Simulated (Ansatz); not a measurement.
What does this script print? It uses Ansatz 0.2.0 through its Python package.

`ecut_ga3se.py`
```python
# -*- coding: utf-8 -*-
"""Cutoff test for Ga3Se."""

import argparse
import csv

import ansatz as az

parser = argparse.ArgumentParser(description="Cutoff test for Ga3Se.")
parser.add_argument("--xc", required=True, help="exchange-correlation functional")
parser.add_argument("--kmesh", type=int, nargs=3, required=True, help="k-point sampling")
parser.add_argument("--occupations", required=True, help="how the bands are filled")
args = parser.parse_args()

crystal = (
    az.Lattice.from_parameters(4.432465, 4.432465, 4.432465, alpha=90.0, beta=90.0, gamma=90.0)
    .atom("Ga", (0.0, 0.5, 0.5))
    .atom("Ga", (0.5, 0.0, 0.5))
    .atom("Ga", (0.5, 0.5, 0.0))
    .atom("Se", (0.0, 0.0, 0.0))
)

calculation = crystal.calculation()
calculation = calculation.functional(args.xc).kpoints(*args.kmesh)
calculation = calculation.occupations(args.occupations)
calculation = calculation.stress()

rows = []
for value in [250, 350, 450, 550, 650]:
    report = calculation.basis(value).run(threads=1).report
    rows.append((value, report["free_energy_ev"] / len(report["lattice"]["sites"]), report["n_iterations"], sum(report["stress_gpa"][i][i] for i in range(3)) / 3, report["n_pw"]))

with open("ecut.csv", "w", newline="") as handle:
    writer = csv.writer(handle)
    writer.writerow(["cutoff (eV)", "F/atom (eV)", "iterations", "P (GPa)", "plane waves"])
    writer.writerows([round(v, 5) if isinstance(v, float) else v for v in row] for row in rows)

# differences from the last row
for row in rows[:-1]:
    shift = 1000 * (row[1] - rows[-1][1])
    print(f"{row[0]}: {shift:+.2f} meV/atom" + ("  (within 2 meV)" if abs(shift) < 2 else ""))
```

```console
$ python ecut_ga3se.py --xc PBE --kmesh 5 5 5 --occupations fermi_dirac
DeckWarning: basis.ecutwfc = 250 eV is below the records' recommended 420 eV, and the density's cutoff is lower with it unless basis.ecutrho_ratio is high enough to keep the records' density cutoff: compare with a run at a higher cutoff
DeckWarning: basis.ecutwfc = 350 eV is below the records' recommended 420 eV, and the density's cutoff is lower with it unless basis.ecutrho_ratio is high enough to keep the records' density cutoff: compare with a run at a higher cutoff
250: +1028.16 meV/atom
350: +4.78 meV/atom
450: +0.64 meV/atom  (within 2 meV)
550: +0.05 meV/atom  (within 2 meV)
```
(Warnings from the package without file and line.)

File `ecut.csv` afterwards:
```csv
cutoff (eV),F/atom (eV),iterations,P (GPa),plane waves
250,-4203.54567,8,2.12781,751
350,-4204.56905,7,-0.09067,1309
450,-4204.57319,7,-0.12423,1863
550,-4204.57378,7,-0.12486,2517
650,-4204.57383,7,-0.12505,3239
```

From 450 eV on it stays within 2 meV an atom of the value at 650 eV; the first row (250 eV) is off by 1028.2 meV and the last but one by 0.05 meV. The energy falls steadily, as expected when plane waves are added. The pressure moves from 2.13 to -0.13 GPa (the program's stress holds a Pulay correction, so it settles early).

Reading the output:
- For a metal this k-point mesh is coarse: on a finer one energies can move by several to tens of meV an atom and pressures by half a GPa or more, differences at one mesh by less.
- Pressure is positive in compression.
- This cell is a computed structure, which may not be the phase found in nature.
- Shifts are counted from the last row, which is itself no proven limit.
- Finished in 10 s on 1 thread of Arm Neoverse V1, with other jobs on the host, peak memory 0.44 GiB.

(A comment or docstring line of the script was reworded after the run, the code is as it ran; lines on the test bed's own set-up are left out of the output.)
